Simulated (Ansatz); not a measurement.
# C₂H₉B (built from SMILES BCC.[H][H]): a reaction path by the nudged elastic band

What path joins these two structures, and how high does it climb? Both ends were relaxed at PBE0-D4 in triple zeta. A second band with other settings follows.

Computed with Ansatz 0.2.0, Gaussian basis. Level: PBE0-D4/def2-SVP.

22 further runs of the same task are left out: 22 set aside as unsound or not needed.

## 1. The starting structure

The first end: 12 atoms, charge 0, spin multiplicity 1.

Atoms are counted from 1 here; the program's logs count them from 0.

Bond lengths: B1–C2 1.589 Å, B1–H4 1.209 Å, B1–H5 1.206 Å, B1–H6 1.438 Å, B1–H7 1.436 Å, C2–C3 1.524 Å, C2–H8 1.096 Å, C2–H9 1.098 Å, C3–H10 1.093 Å, C3–H11 1.096 Å, C3–H12 1.094 Å, H6–H7 0.809 Å. Angles: C2–B1–H4 118.5°, C2–B1–H5 120.5°, C2–B1–H6 105.6°, C2–B1–H7 107.4°, H4–B1–H5 111.9°, H4–B1–H6 109.6°, H4–B1–H7 81.0°, H5–B1–H6 84.2°, H5–B1–H7 109.8°, H6–B1–H7 32.7°, B1–C2–C3 115.2°, B1–C2–H8 111.6°, B1–C2–H9 105.5°, C3–C2–H8 110.0°, C3–C2–H9 109.2°, H8–C2–H9 104.8°, C2–C3–H10 112.4°, C2–C3–H11 111.4° and more.

Coordinates:

```
B    -0.2336    1.1870    0.0490
C     0.3251   -0.1121   -0.6755
C    -0.0985   -1.4356   -0.0496
H    -1.3995    1.2133    0.3697
H     0.1734    2.2804   -0.2555
H     0.5903    1.3653    1.2137
H    -0.0814    0.9888    1.4634
H     1.4157   -0.0786   -0.7786
H    -0.0550   -0.0613   -1.7041
H     0.2651   -2.2987   -0.6137
H     0.2864   -1.5358    0.9715
H    -1.1877   -1.5127    0.0096
```

The second end:

| atom | x (Å) | y (Å) | z (Å) |
| --- | --- | --- | --- |
| B1 | -0.55755 | 1.78918 | 0.43488 |
| C2 | 0.59299 | -0.27338 | -0.47124 |
| C3 | -0.01857 | -1.57602 | -0.00240 |
| H4 | -1.59454 | 1.25422 | 0.18040 |
| H5 | -0.04178 | 2.50723 | -0.36819 |
| H6 | 0.56396 | 0.47518 | 0.35575 |
| H7 | -0.17396 | 1.80729 | 1.56990 |
| H8 | 1.66078 | -0.35953 | -0.68754 |
| H9 | 0.10127 | 0.12216 | -1.35818 |
| H10 | 0.07560 | -2.34483 | -0.77278 |
| H11 | 0.47228 | -1.94717 | 0.89945 |
| H12 | -1.08028 | -1.45433 | 0.21974 |

## 2. The band at PBE0-D4/def2-SVP

neb/in.yaml

```yaml
crystal:
  periodic: [false, false, false]
  atoms:
    - {symbol: B, position_ang: [-0.233600, 1.186961, 0.049016]}
    - {symbol: C, position_ang: [0.325070, -0.112072, -0.675456]}
    - {symbol: C, position_ang: [-0.098529, -1.435609, -0.049599]}
    - {symbol: H, position_ang: [-1.399515, 1.213300, 0.369651]}
    - {symbol: H, position_ang: [0.173434, 2.280390, -0.255477]}
    - {symbol: H, position_ang: [0.590322, 1.365290, 1.213657]}
    - {symbol: H, position_ang: [-0.081351, 0.988836, 1.463357]}
    - {symbol: H, position_ang: [1.415651, -0.078570, -0.778620]}
    - {symbol: H, position_ang: [-0.054986, -0.061286, -1.704113]}
    - {symbol: H, position_ang: [0.265067, -2.298743, -0.613660]}
    - {symbol: H, position_ang: [0.286355, -1.535846, 0.971455]}
    - {symbol: H, position_ang: [-1.187719, -1.512651, 0.009589]}
basis:
  gaussian: {orbitals: def2-SVP}
hamiltonian: {xc: pbe0, dispersion: d4}
neb:
  images: 5
  climbing: true
  max_iterations: 40
  initial_path: idpp
  final_atoms:
    - {symbol: B, position_ang: [-0.557548, 1.789180, 0.434877]}
    - {symbol: C, position_ang: [0.592987, -0.273378, -0.471239]}
    - {symbol: C, position_ang: [-0.018570, -1.576020, -0.002396]}
    - {symbol: H, position_ang: [-1.594535, 1.254218, 0.180403]}
    - {symbol: H, position_ang: [-0.041784, 2.507231, -0.368188]}
    - {symbol: H, position_ang: [0.563960, 0.475182, 0.355750]}
    - {symbol: H, position_ang: [-0.173962, 1.807287, 1.569904]}
    - {symbol: H, position_ang: [1.660785, -0.359528, -0.687539]}
    - {symbol: H, position_ang: [0.101266, 0.122161, -1.358182]}
    - {symbol: H, position_ang: [0.075600, -2.344833, -0.772778]}
    - {symbol: H, position_ang: [0.472277, -1.947172, 0.899446]}
    - {symbol: H, position_ang: [-1.080278, -1.454327, 0.219741]}
```

On the command line:

```sh
ansatz run in.yaml --threads 2 --pin off --events-out ev --progress --plain --max-ram 4352MiB
```

What it wrote (excerpt; [...] marks lines left out):

```text
Functional definition: PBE0
  name "PBE0"
  cite "Adamo & Barone, J. Chem. Phys. 110, 6158 (1999) doi:10.1063/1.478522"
  cite "Perdew, Burke & Ernzerhof, Phys. Rev. Lett. 77, 3865 (1996) doi:10.1103/PhysRevLett.77.3865"
  parent pbe
[...]
989 factors; integrals over basis functions are off by at most 4.2e-4 eV
[...]
mean field -2889.85475870 eV, -106.2002035684 hartree, gradient 4.3e-5 eV, S^2 0.000000; 0 other end points of the search recorded, 0 dependent functions left out
[...]
reference -2889.85478362 eV, -106.2002044841 hartree; 13, 13 occupied and 74, 74 virtual orbitals, 989 factors
[... from here to the last solve, the lines of the solves are left out (77 solves) ...]
WARN: NEB end point (image 0): max|allowed force component| = 3.529e-1 eV/Å (the criterion of neb.relax_end_points is 1.000e-2). That is over neb.f_tol: it is no minimum, so the barrier can be far off. Relax it first
WARN: NEB end point (image 6): max|allowed force component| = 2.937e-1 eV/Å (the criterion of neb.relax_end_points is 1.000e-2). That is over neb.f_tol: it is no minimum, so the barrier can be far off. Relax it first
NEB iter   1: max|band force component| = 3.560e0 eV/Å  barrier→ = 1.7048 eV  barrier← = 1.7679 eV  Δτ_max = 0.2000 Å  (161 SCF iters)
[...]
NEB iter   7: max|band force component| = 6.629e-2 eV/Å  barrier→ = 0.4758 eV  barrier← = 0.5389 eV  CI = image 3  Δτ_max = 0.0113 Å  (102 SCF iters)
[...]
NEB iter   8: max|band force component| = 2.751e-2 eV/Å  barrier→ = 0.4757 eV  barrier← = 0.5388 eV  CI = image 3  CI's point: of a kind that is not told: the force calls were inconclusive, a negative curvature could not be distinguished from the path's own, the only one lies far off the [...]
Total energy: -2889.51373454 eV, -106.1876711615 hartree
Atom 0 at    -0.482247     1.312768     0.163685 Å, force     0.004771    -0.002670     0.005250 eV/Å
Atom 1 at     0.425541    -0.050641    -0.494210 Å, force    -0.001743     0.003953     0.000920 eV/Å
Atom 2 at     0.046342    -1.438170    -0.002277 Å, force    -0.001248    -0.003045    -0.003412 eV/Å
Atom 3 at    -1.627279     0.951013     0.266708 Å, force    -0.002033    -0.000906    -0.001123 eV/Å
Atom 4 at    -0.135878     2.317597    -0.405210 Å, force    -0.000992     0.001885    -0.000276 eV/Å
Atom 5 at     0.416322     0.678933     0.764793 Å, force    -0.000887     0.002527    -0.001143 eV/Å
Atom 6 at    -0.080442     1.459068     1.379775 Å, force     0.001770    -0.000465    -0.002318 eV/Å
Atom 7 at     1.521044     0.077787    -0.532195 Å, force     0.000044    -0.000982    -0.000743 eV/Å
Atom 8 at     0.084286     0.108511    -1.526350 Å, force    -0.000240    -0.000666     0.000386 eV/Å
Atom 9 at     0.508755    -2.222841    -0.620702 Å, force     0.001680    -0.000547     0.001478 eV/Å
Atom 10 at     0.367592    -1.612853     1.037930 Å, force    -0.001457     0.001136     0.002223 eV/Å
Atom 11 at    -1.043838    -1.581171    -0.032146 Å, force     0.000335    -0.000220    -0.001243 eV/Å
Dipole moment:     0.276225    -0.311086     0.023656 e Å
```

Run time: 1.8 min. Hardware: 2 threads of Arm Neoverse V1, shared host.

The last band:

| image | path (Å) | energy (kJ/mol) | B1–H7 (Å) | C2–H6 (Å) | B1–C2 (Å) | H6–H7 (Å) |
| --- | --- | --- | --- | --- | --- | --- |
| 0 | 0.00 | 0.0 | 1.44 | 2.41 | 1.59 | 0.81 |
| 1 | 0.45 | 3.4 | 1.47 | 2.21 | 1.60 | 0.81 |
| 2 | 0.91 | 13.6 | 1.43 | 1.90 | 1.63 | 0.84 |
| 3 | 1.36 | 45.9 | 1.29 | 1.46 | 1.77 | 1.11 |
| 4 | 1.80 | 11.4 | 1.23 | 1.18 | 2.02 | 1.50 |
| 5 | 2.23 | -5.5 | 1.21 | 1.13 | 2.32 | 1.77 |
| 6 | 2.67 | -6.1 | 1.20 | 1.12 | 2.53 | 1.95 |

The highest image, 3:

```xyz
12
C2H9B
B    -0.4822    1.3128    0.1637
C     0.4255   -0.0506   -0.4942
C     0.0463   -1.4382   -0.0023
H    -1.6273    0.9510    0.2667
H    -0.1359    2.3176   -0.4052
H     0.4163    0.6789    0.7648
H    -0.0804    1.4591    1.3798
H     1.5210    0.0778   -0.5322
H     0.0843    0.1085   -1.5264
H     0.5088   -2.2228   -0.6207
H     0.3676   -1.6129    1.0379
H    -1.0438   -1.5812   -0.0321
```

## 3. The band at r2SCAN-D4/cc-pVDZ, other settings

Changes to neb/in.yaml since step 2:

```diff
@@ -16,9 +16,10 @@
 basis:
-  gaussian: {orbitals: def2-SVP}
-hamiltonian: {xc: pbe0, dispersion: d4}
+  gaussian: {orbitals: cc-pVDZ}
+hamiltonian: {xc: r2scan, dispersion: d4}
 neb:
-  images: 5
+  images: 7
   climbing: true
-  max_iterations: 40
+  max_iterations: 25
   initial_path: idpp
+  optimiser: fire
   final_atoms:
```

On the command line:

```sh
ansatz run in.yaml --threads 2 --pin off --events-out ev --progress --plain --max-ram 4352MiB
```

What it wrote (excerpt; [...] marks lines left out):

```text
Functional definition: r2SCAN
  name "r2SCAN"
  cite "Furness, Kaplan, Ning, Perdew & Sun, J. Phys. Chem. Lett. 11, 8208 (2020) doi:10.1021/acs.jpclett.0c02405"
  cite "Furness, Kaplan, Ning, Perdew & Sun, J. Phys. Chem. Lett. 11, 9248 (2020) doi:10.1021/acs.jpclett.0c03077"
  parent r2scan
[...]
1036 factors; their error is unknown
[...]
mean field -2893.79474585 eV, -106.3449954254 hartree, gradient 2.7e-5 eV, S^2 0.000000; 0 other end points of the search recorded, 0 dependent functions left out
[...]
reference -2893.79475569 eV, -106.3449957871 hartree; 13, 13 occupied and 74, 74 virtual orbitals, 1036 factors
[... from here to the last solve, the lines of the solves are left out (218 solves) ...]
WARN: NEB end point (image 0): max|allowed force component| = 3.920e-1 eV/Å (the criterion of neb.relax_end_points is 1.000e-2). That is over neb.f_tol: it is no minimum, so the barrier can be far off. Relax it first
[...]
WARN: NEB end point (image 8): max|allowed force component| = 3.221e-1 eV/Å (the criterion of neb.relax_end_points is 1.000e-2). That is over neb.f_tol: it is no minimum, so the barrier can be far off. Relax it first
[...]
Atom 0 at    -0.488360     1.321311     0.156719 Å, force     0.002470     0.011140    -0.010945 eV/Å
Atom 1 at     0.433613    -0.048245    -0.504274 Å, force     0.001280    -0.004498    -0.001331 eV/Å
Atom 2 at     0.061217    -1.435681     0.007194 Å, force    -0.005934    -0.012267     0.009304 eV/Å
Atom 3 at    -1.637137     0.962041     0.183446 Å, force     0.016794     0.013271     0.023695 eV/Å
Atom 4 at    -0.094769     2.327981    -0.371962 Å, force    -0.007486     0.008300    -0.002275 eV/Å
Atom 5 at     0.375895     0.653804     0.778880 Å, force    -0.003726    -0.001296    -0.024030 eV/Å
Atom 6 at    -0.145715     1.429840     1.397829 Å, force     0.001902    -0.004351    -0.019693 eV/Å
Atom 7 at     1.528219     0.090136    -0.542127 Å, force     0.005070     0.004726     0.011521 eV/Å
Atom 8 at     0.085406     0.093208    -1.537808 Å, force    -0.011736     0.022354     0.008727 eV/Å
Atom 9 at     0.452232    -2.228003    -0.650431 Å, force     0.018939     0.003990     0.003671 eV/Å
Atom 10 at     0.461868    -1.619720     1.018433 Å, force    -0.006276    -0.018468     0.014710 eV/Å
Atom 11 at    -1.032271    -1.546672     0.063902 Å, force    -0.011297    -0.022901    -0.013353 eV/Å
Dipole moment:     0.261906    -0.317768     0.019475 e Å
```

Wall time 7.4 min (2 threads of Arm Neoverse V1, shared host).

The last band:

| image | path (Å) | energy (kJ/mol) | B1–H7 (Å) | C2–H6 (Å) | B1–C2 (Å) | H6–H7 (Å) |
| --- | --- | --- | --- | --- | --- | --- |
| 0 | 0.00 | 0.0 | 1.44 | 2.41 | 1.59 | 0.81 |
| 1 | 0.34 | 1.0 | 1.47 | 2.29 | 1.60 | 0.82 |
| 2 | 0.69 | 6.9 | 1.49 | 2.09 | 1.61 | 0.81 |
| 3 | 1.04 | 22.1 | 1.40 | 1.79 | 1.65 | 0.88 |
| 4 | 1.38 | 46.0 | 1.29 | 1.46 | 1.78 | 1.12 |
| 5 | 1.70 | 21.8 | 1.24 | 1.24 | 1.95 | 1.40 |
| 6 | 2.01 | -2.6 | 1.22 | 1.15 | 2.17 | 1.64 |
| 7 | 2.32 | -10.8 | 1.21 | 1.13 | 2.37 | 1.82 |
| 8 | 2.63 | -10.8 | 1.20 | 1.12 | 2.53 | 1.95 |

The highest image, 4:

```xyz
12
C2H9B
B    -0.4884    1.3213    0.1567
C     0.4336   -0.0482   -0.5043
C     0.0612   -1.4357    0.0072
H    -1.6371    0.9620    0.1834
H    -0.0948    2.3280   -0.3720
H     0.3759    0.6538    0.7789
H    -0.1457    1.4298    1.3978
H     1.5282    0.0901   -0.5421
H     0.0854    0.0932   -1.5378
H     0.4522   -2.2280   -0.6504
H     0.4619   -1.6197    1.0184
H    -1.0323   -1.5467    0.0639
```

## 4. Results

| quantity | value |
| --- | --- |
| PBE0-D4/def2-SVP, 8 iterations | highest 45.9 kJ/mol (image 3), last end -6.1 kJ/mol |
| r2SCAN-D4/cc-pVDZ, 25 iterations | highest 46.0 kJ/mol (image 4), last end -10.8 kJ/mol |
| from earlier runs: barrier over the separately found saddle, CCSD(T)/def2-TZVPP | 58.3 kJ/mol |

In words: The highest image lies 45.9 kJ/mol above the first end, and it climbed, so it estimates the saddle. The ends are not quite minima at this level (largest force component 0.35 eV/Å), so the heights are unreliable: relaxing the first end would lower it and raise the barrier above it. The highest image is 12.4 kJ/mol below the CCSD(T) barrier in triple zeta, which comes from separate runs on the saddle. The second band's highest image lies at 46.0 kJ/mol; the levels differ.
